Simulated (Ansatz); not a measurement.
# SiGeCl (quartet): from Hartree-Fock to the top rungs, cc-pVDZ

Aim: climb from Hartree-Fock through coupled cluster and multireference methods for SiGeCl (quartet) at one geometry and basis, and see what each rung misses.

The runs use Ansatz 0.2.0, Gaussian basis; cc-pVDZ, core rule «outside noble gas», up to 24 orbitals frozen.

To be run: UHF; CCSD(T) on ROHF; CCSD(T) on UHF; BCCD(T) on ROHF; CISD; CCSDT(Q) on ROHF; CCSDT(Q) on UHF; CASSCF and MRCISD+Q, 13 electrons in 11 orbitals; CASSCF and NEVPT2, 13 electrons in 11 orbitals.

31 further runs of the same task are left out: 15 that didn't finish, 16 set aside as unsound or not needed.

### Step 1. The system

The geometry is a PBE0/def2-TZVP stationary point (not a proven minimum). No spin-orbit coupling is included. The filled d shell of Ge may be among the frozen orbitals whatever the setting's name suggests; the logs give the count.

3 atoms, charge 0, spin multiplicity 4.

Atoms are counted from 1 here; the program's logs count them from 0.

Bond lengths: Cl1–Si2 2.079 Å, Si2–Ge3 2.394 Å. Angles: Cl1–Si2–Ge3 111.9°.

### Step 2. UHF

Input file in.yaml:

```yaml
crystal:
  periodic: [false, false, false]
  atoms:
    - {symbol: Cl, position_ang: [0.000000, -0.422560, 2.298070]}
    - {symbol: Si, position_ang: [0.000000, 0.938299, 0.726778]}
    - {symbol: Ge, position_ang: [0.000000, -0.156547, -1.402607]}
basis:
  gaussian: {orbitals: cc-pVDZ}
magnetization: {spin_polarized: true, initial_magnetization: 3}
hamiltonian: {xc: hf}
output: {orbitals: {seedname: orbitals}}
```

Launch:

```sh
ansatz run in.yaml --threads 1 --pin off --events-out ev --progress --plain --max-ram 2393MiB
```

The runs that follow: CCSD(T) on ROHF; CCSD(T) on UHF; BCCD(T) on ROHF; CISD; CCSDT(Q) on ROHF; CCSDT(Q) on UHF; CASSCF and MRCISD+Q, 13 electrons in 11 orbitals; CASSCF and NEVPT2, 13 electrons in 11 orbitals.

Q: Predict the results of all the runs planned. Wanted: UCCSDT(Q) below the RHF energy; RMP2 from UCCSDT(Q); UMP2 from UCCSDT(Q); RCCSD from UCCSDT(Q); RCCSD(T) from UCCSDT(Q); UCCSD(T) from UCCSDT(Q); RCCSDT(Q) from UCCSDT(Q); NEVPT2 valence from UCCSDT(Q); MRCISD+Q valence from UCCSDT(Q).

**Answer**, as computed:

| quantity | value |
| --- | --- |
| UCCSDT(Q) below the RHF energy | -8.5350 eV |
| RMP2 from UCCSDT(Q) | +1313.6 meV |
| UMP2 from UCCSDT(Q) | +1364.9 meV |
| RCCSD from UCCSDT(Q) | +375.9 meV |
| RCCSD(T) from UCCSDT(Q) | +80.5 meV |
| UCCSD(T) from UCCSDT(Q) | +73.2 meV |
| RCCSDT(Q) from UCCSDT(Q) | +10.8 meV |
| NEVPT2 valence from UCCSDT(Q) | +1322.3 meV |
| MRCISD+Q valence from UCCSDT(Q) | +85.8 meV |
| levels within 1 kcal/mol (43 meV) | RCCSDT, UCCSDT, RCCSDT(Q) |
| T1 diagnostic | 0.022 |
| effectively unpaired electrons | 3.04 |

What this shows: RCCSD(T) misses by +80.5 meV, 0.9 % of the correlation energy. One determinant dominates. Of the multireference levels listed MRCISD+Q valence comes nearest in total energy (+85.8 meV), which doesn't show that its space is the better one. These misses are within one basis, not against nature; the frozen cores of restricted and unrestricted runs differ, which can shift their rows.
